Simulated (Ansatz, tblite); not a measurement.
# The cluster Zn2SF2: rung by rung

One table from this session's results is given with a row withheld; the runs are named, their logs left out.

The runs use Ansatz 0.2.0, Gaussian basis; as each input shows.

The runs, in order: GFN1-xTB, GFN2-xTB, PBE-D4/def2-TZVP, r2SCAN-D4/def2-TZVP, BHLYP-D4/def2-TZVP, revPBE-D4/def2-TZVP, CAM-B3LYP-D4/def2-TZVP, B97M-V/def2-TZVP, LC-ωPBE/def2-TZVP, HF/def2-TZVP, LDA/def2-TZVP, PBE-D4/def2-SVP, PBE0-D4/def2-SVP, HF/STO-3G, HF/6-31G, B3LYP-D4/6-31G, PBE0-D4/def2-TZVPD, PBE-D4/def2-TZVPD, r2SCAN-D4/def2-TZVPD, CCSD(T)/def2-SVP, MP2/def2-TZVP, RPA/def2-TZVP.

2 further runs of the same task are left out: 2 set aside as unsound or not needed.

### The geometry

The geometry is that of the singlet, from an earlier relaxation (PBE0-D4/def2-SVP). At that level it is the lowest of the isomers that a small search found.

5 atoms, charge 0, spin multiplicity 1.

Bond lengths: Zn1–S3 2.151 Å, Zn1–F4 1.741 Å, Zn2–S3 2.151 Å, Zn2–F5 1.741 Å. Angles: S3–Zn1–F4 178.2°, S3–Zn2–F5 178.2°, Zn1–S3–Zn2 95.3°.

PBE0-D4/def2-TZVP was run before; its log isn't repeated, and its numbers join the tables.

The first run:

Tight binding, by tblite at 300 K electronic temperature and without a spin-polarisation term:

```python
tblite.interface.Calculator('GFN1-xTB', numbers, positions, charge=0, uhf=0).singlepoint()
```

Tight binding, by tblite at 300 K electronic temperature and without a spin-polarisation term:

```python
tblite.interface.Calculator('GFN2-xTB', numbers, positions, charge=0, uhf=0).singlepoint()
```

start.molden holds the orbitals of an earlier run on this state, given as this run's starting guess.

in.yaml

```yaml
crystal:
  periodic: [false, false, false]
  atoms:
    - {symbol: Zn, position_ang: [1.095641, -1.131570, -0.268931]}
    - {symbol: Zn, position_ang: [-1.137720, 1.120671, -0.053981]}
    - {symbol: S, position_ang: [-0.208254, -0.053985, -1.598054]}
    - {symbol: F, position_ang: [2.170819, -2.031013, 0.763616]}
    - {symbol: F, position_ang: [-1.920496, 2.095897, 1.157360]}
basis:
  gaussian: {orbitals: def2-TZVP, initial_orbitals: start.molden}
hamiltonian: {xc: pbe, dispersion: d4}
scf: {omitted_lower_state_checks: [starts]}
output: {orbitals: {seedname: orbitals}}
```

On the command line:

```
ansatz run in.yaml --threads 4 --pin off --events-out ev --progress --plain --max-ram 3916MiB
```

Among the steps run: PBE-D4/def2-TZVP; r2SCAN-D4/def2-TZVP; BHLYP-D4/def2-TZVP; revPBE-D4/def2-TZVP; CAM-B3LYP-D4/def2-TZVP; B97M-V/def2-TZVP; LC-ωPBE/def2-TZVP; HF/def2-TZVP; LDA/def2-TZVP; PBE-D4/def2-SVP; PBE0-D4/def2-SVP; HF/STO-3G; HF/6-31G; B3LYP-D4/6-31G; PBE0-D4/def2-TZVPD; PBE-D4/def2-TZVPD; r2SCAN-D4/def2-TZVPD; CCSD(T)/def2-SVP; MP2/def2-TZVP; RPA/def2-TZVP.

One table of the session follows, with a row left open; its other results are not shown here.

```
                 level  HOMO (eV)  gap (eV)
             HF/STO-3G      -3.38      8.21
              HF/6-31G     -10.84     11.21
          HF/def2-TZVP     -10.75     11.42
         LDA/def2-TZVP      -7.19      3.93
       PBE-D4/def2-SVP      -6.46      3.88
      PBE-D4/def2-TZVP          ?         ?
     PBE-D4/def2-TZVPD      -7.00      3.99
   revPBE-D4/def2-TZVP      -6.88      4.05
   r2SCAN-D4/def2-TZVP      -7.24      4.54
  r2SCAN-D4/def2-TZVPD      -7.25      4.52
      B97M-V/def2-TZVP      -7.26      4.39
        B3LYP-D4/6-31G      -7.81      5.38
      PBE0-D4/def2-SVP      -7.79      5.97
     PBE0-D4/def2-TZVP      -8.17      6.07
    PBE0-D4/def2-TZVPD      -8.19      6.03
    BHLYP-D4/def2-TZVP      -9.20      7.83
CAM-B3LYP-D4/def2-TZVP      -9.46      8.24
     LC-ωPBE/def2-TZVP     -10.79     10.87
```

Estimate the missing values for PBE-D4/def2-TZVP.

The run gave: HOMO (eV): -6.96; gap (eV): 4.01. In the column «HOMO (eV)» it lies between PBE-D4/def2-TZVPD (-7.00) and revPBE-D4/def2-TZVP (-6.88).
